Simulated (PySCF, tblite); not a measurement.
**C₄H₉O₂PSi: geometry, infrared bands and NMR shifts**

Wanted: the infrared bands and NMR shifts of C₄H₉O₂PSi (`O=CO[Si@H](P)C1CC1`), by calculation.

Programs: tblite 0.8.0 and PySCF 2.14.0, with density-fitted response routines of our own. Each step states its level of theory. These are calculated values for one molecule in the gas phase, unless marked as measured. Atoms are numbered from 0 throughout.

### 1 The starting structure

17 atoms, charge 0, multiplicity 1; geometry from: force field or distance geometry start.

Bonds of the start (Å): O0–C1 1.25, C1–O2 1.38, O2–Si3 1.73, Si3–P4 2.21, Si3–C5 1.85, C5–C6 1.48, C6–C7 1.51, C7–C5 1.51, C1–H8 1.10, Si3–H9 1.48, P4–H10 1.44, P4–H11 1.48, C5–H12 1.12, C6–H13 1.11, C6–H14 1.09, C7–H15 1.11, C7–H16 1.10.

### 2 Optimising the geometry with GFN2-xTB

Job settings and geometry (Å):

```
{"job": {"kind": "relax", "xc": "GFN2-xTB", "basis": "xTB"}, "charge": 0, "multiplicity": 1}
O      2.891100    -1.186700    -1.326700
C      2.611100    -1.425500    -0.133700
O      1.563600    -0.810900     0.523800
Si     0.622300     0.312600    -0.385800
P      1.371800     2.383900    -0.243500
C     -1.170600     0.370600     0.055400
C     -1.790700    -0.422600     1.142400
C     -1.931300    -0.887400    -0.289000
H      3.236800    -2.146700     0.413700
H      0.688800    -0.053300    -1.819900
H      1.351900     2.838000     1.123000
H      0.405900     3.183500    -1.023900
H     -1.648800     1.363800    -0.129400
H     -2.737800    -0.015600     1.567200
H     -1.226600    -1.018800     1.866800
H     -1.361900    -1.805400    -0.548100
H     -2.882400    -0.667600    -0.802100
```

Launch:

```console
$ OMP_NUM_THREADS=1 python probes_run.py task.json out
```

One launch serves the whole session: the jobs run in the order shown.

**Question.** This job is followed by: GFN2-xTB harmonic vibrations, gas phase; GIAO PBE0/pcSseg-1 NMR shielding, non-relativistic, gas phase. What will the session give for the following? strongest single infrared mode (GFN2-xTB); zero-point energy (GFN2-xTB); 13C shifts against TMS (PBE0/pcSseg-1); 1H shifts against TMS (PBE0/pcSseg-1, means over atoms taken as alike); 17O shifts against H2O (PBE0/pcSseg-1); 29Si shifts against TMS (PBE0/pcSseg-1); 31P shifts against H3PO4 (PBE0/pcSseg-1).

As calculated:

| quantity | value |
| --- | --- |
| strongest single infrared mode (GFN2-xTB) | 1757 cm⁻¹, 381 km/mol |
| zero-point energy (GFN2-xTB) | 75.8 kcal/mol |
| 13C shifts against TMS (PBE0/pcSseg-1) | 166.3, 4.8, 3.1, 0.0 ppm |
| 1H shifts against TMS (PBE0/pcSseg-1, means over atoms taken as alike) | 7.96, 5.96, 1.61, 0.79, 0.75, 0.71, 0.46, -0.27 ppm |
| 17O shifts against H2O (PBE0/pcSseg-1) | 456.7, 198.6 ppm |
| 29Si shifts against TMS (PBE0/pcSseg-1) | 13.9 ppm |
| 31P shifts against H3PO4 (PBE0/pcSseg-1) | -287.7 ppm |

**Reading.** Over 213 steps the energy fell by 1.383 eV; of the close pairs, P4–H11 changed most, 1.477 to 1.384 Å. No mode is imaginary among the 45: a minimum at this level. The strongest single mode, at 1757 cm⁻¹, moves mainly C1 and O0. GFN2-xTB is a fitted tight-binding method: band positions and strengths are rough. Its intensities can rank the bands wrongly. At PBE0/pcSseg-1: The largest span, 659 ppm, is at O0, where the paramagnetic term is -524 ppm.
